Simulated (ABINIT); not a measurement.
Input of an ABINIT 10.8.3 (patched build) run:

Contents of run.abi:

```
# Datasets
ndtset 3

# Pseudopotentials
pp_dirpath "./"
pseudos "Ge.upf, Cl.upf"

# Structure
acell 3*1.0 Angstrom
rprim
     0.0000000000     3.7761090600     3.7761090600
     3.7761090600     0.0000000000     3.7761090600
     3.7761090600     3.7761090600     0.0000000000
ntypat 2
znucl 32 17
natom 4
typat 1 1 1 2
xred
            1/2            1/2            1/2
            1/4            1/4            1/4
            3/4            3/4            3/4
            0.0            0.0            0.0

# Plane-wave basis
ecut 952.398519 eV

# k points
ngkpt 4 4 4
nshiftk 4
shiftk
     0.5000000000     0.5000000000     0.5000000000
     0.5000000000     0.0000000000     0.0000000000
     0.0000000000     0.5000000000     0.0000000000
     0.0000000000     0.0000000000     0.5000000000
istwfk *1

# Exchange and correlation
ixc -116133

# Bands and occupations
occopt 3
tsmear 0.05 eV

# SCF cycle
nstep 80

# Output
iomode 3
prteig 0
prtebands 0

# Dataset 1: ground state
nband1 30
tolvrs1 1.0e-12
prtden1 1
prtwf1 0
kptopt1 1

# Dataset 2: empty bands at fixed density
iscf2 -3
getden2 1
nband2 40
nbdbuf2 4
tolwfr2 1.0e-12
nstep2 120
prtden2 0
kptopt2 1

# Dataset 3: wave functions and velocity matrix elements in the full zone
optdriver3 8
wfk_task3 "wfk_optics_fullbz"
getwfk3 2
nband3 36
kptopt3 1
prtevk3 1
inclvkb3 2
```

Contents of optic.abi:

```
&FILES
 ddkfile_1 = 'runo_DS3_1_EVK.nc',
 ddkfile_2 = 'runo_DS3_2_EVK.nc',
 ddkfile_3 = 'runo_DS3_3_EVK.nc',
 wfkfile = 'runo_DS3_WFK.nc'
/
&PARAMETERS
 broadening = 0.007350,
 domega = 0.002,
 maxomega = 0.8,
 scissor = 0.000000,
 tolerance = 0.002
/
&COMPUTATIONS
 num_lin_comp = 1,
 lin_comp = 11,
 num_nonlin_comp = 0
/
```

Potentials or basis: PseudoDojo NC SR PBEsol v0.4.1 standard.

Launch:

```bash
$ abinit run.abi > log 2>&1
$ optic optic.abi > optic.log 2>&1
```

(1) Predict the pressure.

Answers

(1) -11.8 GPa.
